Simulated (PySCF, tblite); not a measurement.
**C3H8GeO2S: dynamics, then NMR shifts on frames, part 1 of 2**

How do NMR shifts of C3H8GeO2S (`COC(=S)C[O][GeH3]`) change as the atoms move?

Computed with tblite 0.8.0 and PySCF 2.14.0, with density-fitted response routines of our own, on a single molecule in the gas phase. Atoms count from 0, in the outputs and in this text.

### Step 1. The starting structure

15 atoms, charge 0, multiplicity 1; geometry from: GFN2-xTB.

Bonds of the start (Å): C0–O1 1.41, O1–C2 1.31, C2–S3 1.63, C2–C4 1.51, C4–O5 1.40, O5–Ge6 1.75, C0–H7 1.09, C0–H8 1.09, C0–H9 1.09, C4–H10 1.10, C4–H11 1.10, Ge6–H12 1.50, Ge6–H13 1.50, Ge6–H14 1.48.

### Step 2. A short Langevin run with GFN2-xTB

What the job is given:

```
{"job": {"kind": "md", "xc": "GFN2-xTB", "basis": "xTB", "temperature": 300, "steps": 2000, "every": 50, "frames": 5}, "charge": 0, "multiplicity": 1}
C     -2.707813    -0.283713     0.410227
O     -1.345485    -0.018916     0.139070
C     -0.813347    -0.567713    -0.929097
S     -1.602409    -1.551592    -1.962423
C      0.641787    -0.233586    -1.143982
O      1.073481     0.748517    -0.250211
Ge     2.694695     0.959099     0.375564
H     -2.950664     0.268881     1.314411
H     -3.333506     0.045179    -0.423527
H     -2.865493    -1.355126     0.559044
H      0.760101     0.101349    -2.183057
H      1.209144    -1.169682    -1.040062
H      3.181560    -0.351717     0.930950
H      3.617241     1.413088    -0.723110
H      2.436294     2.003922     1.398636
```

Method: GFN2-xTB Langevin dynamics, gas phase.

Launch:

```
$ OMP_NUM_THREADS=1 python probes_run.py task.json out
```

This one command runs all jobs of the session in turn.

Log:

```text
t/fs     T/K      E/eV
    0.0   239.3   -647.65008
   25.0   174.0   -647.34555
   50.0   178.6   -647.28505
   75.0   183.5   -647.32142
  100.0   168.8   -647.22213
  125.0   214.9   -647.30114
  150.0   185.6   -647.24562
  175.0   274.4   -647.24987
  200.0   252.4   -647.31195
  225.0   232.5   -647.33557
  250.0   219.9   -647.28264
  275.0   209.0   -647.25462
  300.0   161.2   -647.20058
  325.0   251.7   -647.16850
  350.0   323.1   -647.27076
  375.0   285.6   -647.39225
  400.0   243.8   -647.32261
  425.0   262.1   -647.28138
  450.0   164.6   -647.19833
  475.0   235.5   -647.37844
  500.0   290.1   -647.31045
  525.0   307.2   -647.29660
  550.0   300.5   -647.27680
  575.0   339.4   -647.31244
  600.0   384.9   -647.33902
  625.0   383.9   -647.26580
  650.0   318.0   -647.42892
  675.0   371.4   -647.42069
  700.0   415.0   -647.29025
  725.0   426.9   -647.41118
  750.0   410.8   -647.35708
  775.0   337.0   -647.33795
  800.0   429.6   -647.58233
  825.0   323.3   -647.37086
  850.0   300.3   -647.39011
  875.0   362.1   -647.53077
  900.0   461.4   -647.64946
  925.0   323.1   -647.47670
  950.0   293.4   -647.42252
  975.0   326.4   -647.55330
 1000.0   246.7   -647.50838
```

Run time: 13 s. Hardware: 1 thread of Arm Neoverse V1, shared host; peak memory 0.19 GiB.

Distance from the start (root mean square after alignment): 0 fs 0.00 Å, 200 fs 0.55 Å, 400 fs 1.03 Å, 600 fs 1.22 Å, 800 fs 1.48 Å, 1000 fs 1.53 Å.

Positions (Å) and forces (eV/Å) at 1000 fs:

```xyz
15

C    -1.753    0.233    1.399   -0.656   -0.080   -2.379
O    -0.664   -0.083    0.503   -0.947    0.603    0.022
C    -0.866    0.127   -0.827    1.299   -1.497    1.747
S    -2.235    0.496   -1.568   -0.530    0.373   -0.111
C     0.382   -0.326   -1.534   -0.371    0.596   -2.359
O     1.547   -0.466   -0.835    0.054   -0.410   -0.719
Ge    2.081    0.125    0.658    0.938   -1.148    1.118
H    -1.573    0.035    2.403    1.065   -0.546    1.501
H    -1.945    1.295    1.287   -0.407    0.168   -0.070
H    -2.634   -0.384    1.106    0.341    0.550   -0.053
H     0.526    0.429   -2.390   -0.050   -0.712    0.773
H     0.157   -1.298   -2.072    0.064    0.646    0.558
H     1.666    1.480    0.889   -0.340    1.204    0.179
H     1.566   -0.792    1.778    0.247    0.257   -0.262
H     3.613    0.014    0.481   -0.708   -0.005    0.055
```

### Step 3. Shielding tensors: 250 fs, PBE0/pcSseg-1

What the job is given:

```
{"job": {"kind": "nmr", "xc": "PBE0", "basis": "pcSseg-1", "pop": false}, "charge": 0, "multiplicity": 1}
C     -3.113000    -0.366400     0.278500
O     -1.696700    -0.273400     0.224100
C     -1.097500    -0.408500    -0.977300
S     -1.833300    -1.100000    -2.273600
C      0.362100    -0.065700    -1.052300
O      0.918100     0.113800     0.206400
Ge     2.390300     1.177200     0.408600
H     -3.532800    -0.566600     1.253100
H     -3.518400     0.637200    -0.034400
H     -3.388900    -1.086000    -0.499500
H      0.359200     0.822200    -1.673300
H      0.819100    -0.834300    -1.640700
H      3.632000     0.454200    -0.035400
H      2.063300     2.500400    -0.315000
H      2.301200     1.301500     1.921000
```

Method: GIAO PBE0/pcSseg-1 NMR shielding, non-relativistic, gas phase.

Log:

```text
coarse grid: 59408 points
cycle   1  E = -2743.5884446744  dE =  2.383e-01  |g| = 1.191e+00  |ddm| = 3.601e+00
cycle   2  E = -2743.2460701772  dE =  3.424e-01  |g| = 1.770e+00  |ddm| = 2.060e+00
cycle   3  E = -2743.7538527491  dE = -5.078e-01  |g| = 2.819e-01  |ddm| = 1.554e+00
cycle   4  E = -2743.7669168895  dE = -1.306e-02  |g| = 7.929e-02  |ddm| = 2.355e-01
cycle   5  E = -2743.7675466540  dE = -6.298e-04  |g| = 2.130e-02  |ddm| = 6.683e-02
cycle   6  E = -2743.7676276584  dE = -8.100e-05  |g| = 1.145e-02  |ddm| = 3.275e-02
cycle   7  E = -2743.7676601625  dE = -3.250e-05  |g| = 2.144e-03  |ddm| = 1.279e-02
cycle   8  E = -2743.7676610324  dE = -8.699e-07  |g| = 8.529e-04  |ddm| = 2.245e-03
final grid: 123800 points
cycle   9  E = -2743.7676945784  dE =  2.185e-07  |g| = 1.451e-03  |ddm| = 1.699e-03
cycle  10  E = -2743.7676937853  dE =  7.932e-07  |g| = 2.554e-03  |ddm| = 2.409e-03
cycle  11  E = -2743.7676949532  dE = -1.168e-06  |g| = 9.890e-05  |ddm| = 1.549e-03
cycle  12  E = -2743.7676949551  dE = -1.900e-09  |g| = 1.950e-05  |ddm| = 1.006e-04
cycle  13  E = -2743.7676949551  dE = -8.549e-11  |g| = 6.860e-06  |ddm| = 2.694e-05
converged SCF energy = -2743.7676949551

GIAO shielding tensors (ppm)
atom      isotropic    diamagn.    paramagn.     s11        s22        s33       span
  0 C      127.418     241.055    -113.637     91.325    118.984    171.945     80.621
  1 O       55.514     402.198    -346.684   -240.651     96.423    310.769    551.421
  2 C      -53.982     253.848    -307.830   -225.360     -6.300     69.715    295.075
  3 S      130.678    1057.014    -926.336   -327.276    -39.681    758.992   1086.268
  4 C      108.338     242.695    -134.357     80.982     86.006    158.027     77.045
  5 O      322.069     402.811     -80.742    277.092    332.485    356.630     79.538
  6 Ge    1384.738    2756.544   -1371.806   1259.104   1285.498   1609.611    350.507
  7 H       27.503      27.889      -0.386     24.133     25.956     32.420      8.287
  8 H       27.822      26.919       0.903     23.112     25.817     34.538     11.426
  9 H       24.838      27.726      -2.888     19.004     26.352     29.158     10.154
 10 H       27.373      30.369      -2.995     22.388     27.078     32.654     10.267
 11 H       26.779      29.930      -3.150     20.908     26.053     33.377     12.469
 12 H       26.439      28.094      -1.655     19.840     22.001     37.476     17.636
 13 H       26.253      28.102      -1.849     20.358     22.709     35.692     15.334
 14 H       26.392      28.880      -2.488     19.312     22.862     37.000     17.687
```

Wall time 27 s (1 thread of Arm Neoverse V1, shared host); peak memory 0.91 GiB.

Shifts follow as δ = σ(reference) − σ, with reference shieldings (ppm) from runs at the same level and on the same kind of geometry: 1H TMS 31.72, 13C TMS 186.9, 17O H2O 336.1, 33S CS2 504, 73Ge GeMe4 1331. The references are single molecules in the gas phase, so shifts against H2O, NH3, PH3, H3PO4 or CFCl3 are not on the usual liquid scales and can be off by tens of ppm. Each atom is listed at this fixed geometry, with no averaging over motion; a spectrum would average atoms that exchange fast.

```tsv
atoms	environment	σ (ppm)	δ (ppm)
C2	thiocarbonyl carbon	-54.0	240.9
C4	sp3 CH2 bonded to O	108.3	78.6
C0	methyl carbon bonded to O	127.4	59.5
H9	hydrogen on a methyl carbon bonded to O	24.84	6.88
H13	hydrogen on a germanium bonded to O	26.25	5.46
H14	hydrogen on a germanium bonded to O	26.39	5.33
H12	hydrogen on a germanium bonded to O	26.44	5.28
H11	hydrogen on an sp3 CH2 bonded to O	26.78	4.94
H10	hydrogen on an sp3 CH2 bonded to O	27.37	4.34
H7	hydrogen on a methyl carbon bonded to O	27.50	4.21
H8	hydrogen on a methyl carbon bonded to O	27.82	3.89
O1	oxygen bound to a thiocarbonyl carbon	55.5	280.6
O5	oxygen bonded to C, Ge	322.1	14.0
S3	thione sulfur	131	373
Ge6	germanium bonded to O, 3 H	1385	-54
```

### Step 4. Shielding tensors: 425 fs, PBE0/pcSseg-1

What the job is given:

```
{"job": {"kind": "nmr", "xc": "PBE0", "basis": "pcSseg-1", "pop": false}, "charge": 0, "multiplicity": 1}
C     -3.107500     0.070600     0.392300
O     -1.678200    -0.256000     0.244100
C     -1.168800    -0.633100    -0.918900
S     -1.998800    -1.016700    -2.258600
C      0.348800    -0.605000    -1.031500
O      1.086700    -0.448200     0.128100
Ge     2.180100     0.946600     0.687900
H     -3.304300     0.158700     1.445600
H     -3.246200     1.013100    -0.151500
H     -3.736700    -0.749000    -0.018200
H      0.656900     0.067800    -1.787500
H      0.550200    -1.596800    -1.499100
H      2.758100     1.565800    -0.558400
H      1.317000     2.071400     1.390500
H      3.152200     0.280600     1.633900
```

Method: GIAO PBE0/pcSseg-1 NMR shielding, non-relativistic, gas phase.

Log:

```text
coarse grid: 59408 points
cycle   1  E = -2743.5940510640  dE =  1.428e-01  |g| = 1.188e+00  |ddm| = 3.575e+00
cycle   2  E = -2743.2582723087  dE =  3.358e-01  |g| = 1.760e+00  |ddm| = 2.028e+00
cycle   3  E = -2743.7542880383  dE = -4.960e-01  |g| = 2.928e-01  |ddm| = 1.544e+00
cycle   4  E = -2743.7685817345  dE = -1.429e-02  |g| = 8.013e-02  |ddm| = 2.559e-01
cycle   5  E = -2743.7692748718  dE = -6.931e-04  |g| = 2.115e-02  |ddm| = 6.876e-02
cycle   6  E = -2743.7693578192  dE = -8.295e-05  |g| = 9.784e-03  |ddm| = 2.827e-02
cycle   7  E = -2743.7693793406  dE = -2.152e-05  |g| = 2.720e-03  |ddm| = 1.127e-02
cycle   8  E = -2743.7693808714  dE = -1.531e-06  |g| = 9.220e-04  |ddm| = 2.987e-03
final grid: 123800 points
cycle   9  E = -2743.7694103771  dE =  3.743e-07  |g| = 1.707e-03  |ddm| = 2.075e-03
cycle  10  E = -2743.7694086881  dE =  1.689e-06  |g| = 3.372e-03  |ddm| = 3.753e-03
cycle  11  E = -2743.7694109146  dE = -2.227e-06  |g| = 2.180e-04  |ddm| = 2.663e-03
cycle  12  E = -2743.7694109252  dE = -1.057e-08  |g| = 2.420e-05  |ddm| = 2.169e-04
cycle  13  E = -2743.7694109253  dE = -1.405e-10  |g| = 5.901e-06  |ddm| = 2.769e-05
converged SCF energy = -2743.7694109253

GIAO shielding tensors (ppm)
atom      isotropic    diamagn.    paramagn.     s11        s22        s33       span
  0 C      120.325     242.984    -122.658     87.229    100.391    173.356     86.127
  1 O       58.966     403.680    -344.714   -202.980    107.429    272.449    475.429
  2 C      -47.621     253.890    -301.510   -213.280     -6.084     76.501    289.781
  3 S      172.211    1057.495    -885.285   -231.328     12.311    735.648    966.976
  4 C      107.712     241.321    -133.609     75.995     88.827    158.313     82.318
  5 O      320.765     402.807     -82.042    265.936    341.436    354.923     88.987
  6 Ge    1383.522    2756.299   -1372.777   1255.094   1269.357   1626.116    371.023
  7 H       27.375      28.848      -1.473     24.004     26.285     31.837      7.833
  8 H       27.588      27.903      -0.315     23.607     25.342     33.815     10.208
  9 H       26.091      26.718      -0.627     21.758     25.474     31.040      9.282
 10 H       27.437      31.262      -3.825     21.966     26.617     33.728     11.761
 11 H       25.909      28.277      -2.368     19.818     26.154     31.756     11.937
 12 H       26.549      28.746      -2.197     20.333     22.598     36.716     16.383
 13 H       25.585      28.481      -2.895     19.090     22.608     35.058     15.968
 14 H       26.324      28.205      -1.881     19.885     21.960     37.126     17.241
```

It took 27 s on 1 thread of Arm Neoverse V1, shared host; peak memory 0.94 GiB.

This run: δ C2 234.5, C4 79.2, C0 66.6, O1 277.1, H13 6.13, H11 5.81 ppm.

(Continued in part 2 of 2.)
